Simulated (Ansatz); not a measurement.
**CH4BClSi: a ladder of functionals and wavefunction methods**

How much do the methods differ for CH4BClSi? The plan is to run it at one geometry with functionals of several rungs and with coupled cluster. The yardstick is the atomisation energy at the CCSD(T) limit.

Method: functionals in def2-TZVPP, the program's frozen cores in correlated methods; program: Ansatz 0.2.0, Gaussian basis.

Levels to be run: LDA (SPW92), PBE-D4, revPBE-D4, BLYP-D4, r2SCAN-D4, B97M-V, PBE0-D4, B3LYP-D4, r2SCANh-D4, r2SCAN0-D4, HSE06-D4, BHLYP-D4, CAM-B3LYP-D4, LC-ωPBE, ωB97X-V, ωB97M-V, B2PLYP, PBE-QIDH; CCSD(T)/def2-SVP; CCSD(T)/def2-TZVPP; MP2/def2-QZVPP; extrapolation to the limit; RPA on PBE.

### Step 1. The geometry

An earlier PBE0-D4 in a triple-zeta def2 set relaxation fixed the geometry.

8 atoms, charge 0, spin multiplicity 1.

Atoms are counted from 1 here; the program's logs count them from 0.

Bond lengths: Cl1–C2 1.712 Å, C2–B3 1.467 Å, C2–H5 1.087 Å, B3–Si4 1.887 Å, B3–H6 1.190 Å, Si4–H7 1.487 Å, Si4–H8 1.490 Å. Angles: Cl1–C2–B3 124.6°, Cl1–C2–H5 109.7°, B3–C2–H5 125.6°, C2–B3–Si4 103.2°, C2–B3–H6 127.6°, Si4–B3–H6 129.2°, B3–Si4–H7 120.6°, B3–Si4–H8 131.2°, H7–Si4–H8 108.2°.

### Step 2. LDA

This LDA is Slater exchange with PW92 correlation.

File in.yaml:

```yaml
crystal:
  periodic: [false, false, false]
  atoms:
    - {symbol: Cl, position_ang: [-1.147895, 2.513950, -0.857524]}
    - {symbol: C, position_ang: [-0.437811, 0.979008, -0.592862]}
    - {symbol: B, position_ang: [-0.178525, 0.396719, 0.728622]}
    - {symbol: Si, position_ang: [0.594048, -1.275025, 0.317800]}
    - {symbol: H, position_ang: [-0.212339, 0.509680, -1.546643]}
    - {symbol: H, position_ang: [-0.409719, 0.877199, 1.791961]}
    - {symbol: H, position_ang: [0.797031, -1.688392, -1.095624]}
    - {symbol: H, position_ang: [1.087312, -2.370440, 1.198371]}
basis:
  gaussian: {orbitals: def2-TZVPP}
hamiltonian: {xc: lda}
output: {orbitals: {seedname: orbitals}}
```

Command:

```sh
$ ansatz run in.yaml --threads 2 --pin off --events-out ev --progress --plain --max-ram 4352MiB
```

Further steps of the session: PBE-D4 (GGA); revPBE-D4 (GGA); BLYP-D4 (GGA); r2SCAN-D4 (meta-GGA); B97M-V (meta-GGA); PBE0-D4 (hybrid); B3LYP-D4 (hybrid); r2SCANh-D4 (hybrid); r2SCAN0-D4 (hybrid); HSE06-D4 (hybrid); BHLYP-D4 (hybrid); CAM-B3LYP-D4 (range-separated); LC-ωPBE (range-separated); ωB97X-V (range-separated); ωB97M-V (range-separated); B2PLYP (double hybrid); PBE-QIDH (double hybrid); CCSD(T) in def2-SVP; CCSD(T) in def2-TZVPP; MP2 in def2-QZVPP; RPA on PBE orbitals.

Before running them: what should the planned runs give, taken together? Wanted: atomisation energy, CCSD(T)/CBS; farthest beyond LDA; mean size of error, GGA; mean size of error, meta-GGA; mean size of error, hybrid; mean size of error, range-separated; mean size of error, double hybrid; gap, smallest and largest; T1 diagnostic.

**Answer**, as computed:

```
                               quantity                                        value
        atomisation energy, CCSD(T)/CBS                                2565.3 kJ/mol
 functionals within 12.8 kJ/mol (0.5 %)  r2SCAN0-D4, CAM-B3LYP-D4, ωB97X-V, PBE-QIDH
                    farthest beyond LDA                        PBE-D4 (+90.4 kJ/mol)
                mean size of error, GGA                                  49.1 kJ/mol
           mean size of error, meta-GGA                                  51.6 kJ/mol
             mean size of error, hybrid                                  30.8 kJ/mol
    mean size of error, range-separated                                  14.7 kJ/mol
      mean size of error, double hybrid                                   8.1 kJ/mol
              gap, smallest and largest         2.08 eV (BLYP-D4), 7.71 eV (LC-ωPBE)
                          T1 diagnostic                                       0.0158
triples share of the correlation energy                                        5.0 %
```

LDA overbinds by 411.2 kJ/mol (16 %). PBE-D4 is off by +90.4 kJ/mol. Double hybrids carry the basis error of their MP2 part in triple zeta, and no dispersion term here, so their miss is partly the set-up's. Taken by rung, double hybrid functionals do best (8.1 kJ/mol on average) and meta-GGA ones worst beyond LDA (51.6 kJ/mol). The reference freezes the cores and leaves out relativity and excitations past (T), so misses under about 12.8 kJ/mol can't be ranked. Hartree-Fock recovers 73 % of the binding; the rest is correlation. CCSD(T) in def2-SVP is off by -144.5 kJ/mol, more than most functionals: a good method in a small basis is no reference. Orbital gaps span 2.1 to 7.7 eV; exact exchange widens them. The restricted reference is unstable towards a spin-broken one.
